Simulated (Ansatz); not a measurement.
**CH₃Al₂FO₂: one species, many methods**

One table from this session's results is given with a row withheld; the runs are named, their logs left out.

Method: functionals in def2-TZVPP, the program's frozen cores in correlated methods; program: Ansatz 0.2.0, Gaussian basis.

Levels to be run: LDA (SPW92), PBE-D4, revPBE-D4, BLYP-D4, r2SCAN-D4, B97M-V, PBE0-D4, B3LYP-D4, r2SCANh-D4, r2SCAN0-D4, HSE06-D4, BHLYP-D4, CAM-B3LYP-D4, LC-ωPBE, ωB97X-V, ωB97M-V, B2PLYP, PBE-QIDH; CCSD(T)/def2-SVP; CCSD(T)/def2-TZVPP; MP2/def2-QZVPP; extrapolation to the limit; RPA on PBE.

## The relaxed structure

All runs share one geometry, relaxed beforehand with PBE0-D4 in a triple-zeta def2 set.

9 atoms, charge 0, spin multiplicity 1.

Atoms are counted from 1 here; the program's logs count them from 0.

Bond lengths: F1–Al2 1.636 Å, Al2–O3 1.717 Å, Al2–C4 2.059 Å, Al2–Al6 2.513 Å, Al2–H8 1.728 Å, O3–C4 1.402 Å, C4–O5 1.390 Å, C4–H7 1.091 Å, O5–Al6 1.736 Å, Al6–H8 1.788 Å, Al6–H9 1.563 Å. Angles: F1–Al2–O3 132.4°, F1–Al2–C4 151.8°, F1–Al2–Al6 138.3°, F1–Al2–H8 112.3°, O3–Al2–C4 42.4°, O3–Al2–Al6 88.4°, O3–Al2–H8 109.1°, C4–Al2–Al6 52.5°, C4–Al2–H8 91.6°, Al6–Al2–H8 45.3°, Al2–O3–C4 81.9°, Al2–C4–O3 55.7°, Al2–C4–O5 116.9°, Al2–C4–H7 126.9°, O3–C4–O5 114.8°, O3–C4–H7 113.4° and more.

Set-up of the first run:

in.yaml

```yaml
crystal:
  periodic: [false, false, false]
  atoms:
    - {symbol: F, position_ang: [-1.561642, 1.409836, 1.979734]}
    - {symbol: Al, position_ang: [-0.642119, 0.383946, 1.097025]}
    - {symbol: O, position_ang: [0.762091, -0.529310, 1.476040]}
    - {symbol: C, position_ang: [1.126363, -0.136491, 0.180691]}
    - {symbol: O, position_ang: [1.068178, -1.145987, -0.772637]}
    - {symbol: Al, position_ang: [-0.289614, -0.212401, -1.318938]}
    - {symbol: H, position_ang: [2.044753, 0.451312, 0.148879]}
    - {symbol: H, position_ang: [-1.564760, -0.466129, -0.091267]}
    - {symbol: H, position_ang: [-0.854749, 0.198924, -2.716626]}
basis:
  gaussian: {orbitals: def2-TZVPP}
hamiltonian: {xc: lda}
output: {orbitals: {seedname: orbitals}}
```

Steps of the session up to this table: LDA; PBE-D4 (GGA); revPBE-D4 (GGA); BLYP-D4 (GGA); r2SCAN-D4 (meta-GGA); B97M-V (meta-GGA); PBE0-D4 (hybrid); B3LYP-D4 (hybrid); r2SCANh-D4 (hybrid); r2SCAN0-D4 (hybrid); HSE06-D4 (hybrid); BHLYP-D4 (hybrid); CAM-B3LYP-D4 (range-separated); LC-ωPBE (range-separated); ωB97X-V (range-separated); ωB97M-V (range-separated); B2PLYP (double hybrid); PBE-QIDH (double hybrid).

One of the session's tables, all rows but one given; the rest of the session is left out.

It belongs to the step «Orbital energies across the functionals». 

| functional | HOMO (eV) | LUMO (eV) | gap (eV) |
| --- | --- | --- | --- |
| LDA (SPW92) | -5.90 | -2.65 | 3.26 |
| PBE-D4 | -5.71 | -2.39 | 3.33 |
| revPBE-D4 | -5.63 | -2.27 | 3.36 |
| BLYP-D4 | -5.58 | -2.28 | 3.30 |
| r2SCAN-D4 | -5.89 | -2.13 | 3.76 |
| B97M-V | -5.98 | -2.24 | 3.74 |
| PBE0-D4 | -6.82 | -1.62 | 5.21 |
| B3LYP-D4 | ? | ? | ? |
| r2SCANh-D4 | -6.31 | -1.86 | 4.44 |
| r2SCAN0-D4 | -6.95 | -1.47 | 5.48 |
| HSE06-D4 | -6.43 | -1.98 | 4.44 |
| BHLYP-D4 | -7.88 | -0.83 | 7.05 |
| CAM-B3LYP-D4 | -8.12 | -0.68 | 7.44 |
| LC-ωPBE | -9.35 | 0.41 | 9.76 |
| ωB97X-V | -9.04 | 0.33 | 9.37 |
| ωB97M-V | -8.91 | 0.08 | 9.00 |

Estimate the missing values for B3LYP-D4.

Worked estimate for «HOMO (eV)». Against the share of exact exchange, BLYP-D4 (0, -5.58), BHLYP-D4 (0.5, -7.88) give a slope of -4.60 per unit share; at 0.2 the line stands at -6.50.

**Answer.** HOMO (eV): -6.64; LUMO (eV): -1.83; gap (eV): 4.81. In «HOMO (eV)» the line misses by +0.14.
